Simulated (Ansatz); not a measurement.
# Mo: the cost of one run

Program: Ansatz 0.2.0. Level of theory: DFT PBE, scalar-relativistic, plane waves, PAW. These are calculated values, not measurements.

**1. The system as given**

Symmetry: P4/nmm, No. 129, tetragonal system. The conventional cell has a = 4.939 Å, b = 4.939 Å, c = 15.000 Å, α = 90.00°, β = 90.00°, γ = 90.00°. Mo (site symmetry 4mm) has 4 Mo at 3.56 Å as nearest neighbours.

As a file:

```
CELL_PARAMETERS angstrom
4.93917 0.00000 0.00000
0.00000 4.93917 0.00000
0.00000 0.00000 15.00000
ATOMIC_POSITIONS crystal
Mo 0.00000 0.50000 0.47750
Mo 0.50000 0.00000 0.52250
```

A structure generator made this guess: random sheet by layer group and Wyckoff sites. The dimensions are guesses.

Only a and b are periodic; c spans vacuum, so the box's volume, pressure and space group aren't properties of the sheet.

**2. Probe: one point on a coarse mesh**

Contents of input.yaml:

```yaml
crystal:
  lattice:
    - [4.939174, 0.0, 0.0]
    - [0.0, 4.939174, 0.0]
    - [0.0, 0.0, 15.0]
  atoms:
    - { symbol: Mo, position: [0.0, 0.5, 0.47750213] }
    - { symbol: Mo, position: [0.5, 0.0, 0.52249787] }
  periodic: [true, true, false]
basis:
  ecutwfc: 420
kpoints:
  mp_grid: { grid: [4, 4, 1] }
hamiltonian:
  xc: pbe
scf:
  occupations: { method: gaussian, width: 0.1 }
  lower_state_search: "off"
output:
  forces: true
  stress: true
  eigenvalues: true
```

On the command line:

```sh
ansatz run input.yaml --threads 1 --pin off --max-ram 2048MiB --backend cpu --events-out ev --progress --plain --runs-dir out
```

**Question.** How long does this run take on 1 thread of Arm Neoverse V1, shared host, and how much memory does it need?

About 4.9 s, with a peak of 0.57 GiB.
